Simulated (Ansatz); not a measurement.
# C₂H₃F₃Sn: basis-set convergence

One table from this session's results is given with a row withheld; the runs are named, their logs left out.

Computed with Ansatz 0.2.0, Gaussian basis. Level: one geometry, several basis sets.

Plan: PBE0-D4/def2-SVP; ωB97M-V/def2-SVP; PBE0-D4/def2-QZVPP; ωB97M-V/def2-QZVPP; the functionals' def2-TZVPP values are taken from earlier runs.

## The geometry

All runs share one geometry, relaxed beforehand with PBE0-D4 in a triple-zeta def2 set. Sn takes the def2 core potential; no spin-orbit term is included.

9 atoms, charge 0, spin multiplicity 1.

Atoms are counted from 1 here; the program's logs count them from 0.

Bond lengths: C1–C2 1.326 Å, C1–H7 1.087 Å, C1–H8 1.085 Å, C2–Sn3 2.091 Å, C2–H9 1.084 Å, Sn3–F4 1.897 Å, Sn3–F5 1.900 Å, Sn3–F6 1.897 Å. Angles: C2–C1–H7 120.8°, C2–C1–H8 122.8°, H7–C1–H8 116.5°, C1–C2–Sn3 119.5°, C1–C2–H9 122.2°, Sn3–C2–H9 118.3°, C2–Sn3–F4 116.2°, C2–Sn3–F5 109.7°, C2–Sn3–F6 116.2°, F4–Sn3–F5 105.2°, F4–Sn3–F6 103.1°, F5–Sn3–F6 105.2°.

As a file:

```xyz
9
C2H3F3Sn
C     0.85283   -1.35884    0.51908
C    -0.06618   -0.45208    0.81987
Sn   -0.54135    1.03185   -0.57424
F    -2.33987    1.07282   -1.17492
F     0.50401    0.79658   -2.14343
F    -0.22974    2.82251   -0.03242
H     1.11628   -2.13949    1.22765
H     1.37913   -1.36926   -0.42990
H    -0.58649   -0.45040    1.77112
```

The first run:

The input, in.yaml:

```yaml
crystal:
  periodic: [false, false, false]
  atoms:
    - {symbol: C, position_ang: [0.852825, -1.358835, 0.519080]}
    - {symbol: C, position_ang: [-0.066178, -0.452077, 0.819869]}
    - {symbol: Sn, position_ang: [-0.541354, 1.031846, -0.574244]}
    - {symbol: F, position_ang: [-2.339873, 1.072818, -1.174918]}
    - {symbol: F, position_ang: [0.504005, 0.796585, -2.143433]}
    - {symbol: F, position_ang: [-0.229744, 2.822514, -0.032423]}
    - {symbol: H, position_ang: [1.116278, -2.139494, 1.227645]}
    - {symbol: H, position_ang: [1.379132, -1.369258, -0.429897]}
    - {symbol: H, position_ang: [-0.586492, -0.450396, 1.771123]}
basis:
  gaussian: {orbitals: def2-SVP}
hamiltonian: {xc: pbe0, dispersion: d4}
output: {orbitals: {seedname: orbitals}}
```

Among the steps run: PBE0-D4 in def2-SVP; ωB97M-V in def2-SVP; PBE0-D4 in def2-QZVPP; ωB97M-V in def2-QZVPP.

One table of the session follows, with a row left open; its other results are not shown here.

It belongs to the step «Density functionals: the series». 

```
functional       basis  HOMO (eV)  LUMO (eV)
   PBE0-D4    def2-SVP      -9.44      -1.58
   PBE0-D4  def2-TZVPP      -9.49      -1.80
   PBE0-D4  def2-QZVPP      -9.49      -1.87
   ωB97M-V    def2-SVP          ?          ?
   ωB97M-V  def2-TZVPP     -11.77       0.28
   ωB97M-V  def2-QZVPP     -11.77       0.08
```

**Question.** Estimate the row for ωB97M-V, def2-SVP.

**Answer.** HOMO (eV): -11.70; LUMO (eV): 0.56. In the column «HOMO (eV)» it lies between ωB97M-V, def2-QZVPP (-11.77) and PBE0-D4, def2-TZVPP (-9.49).
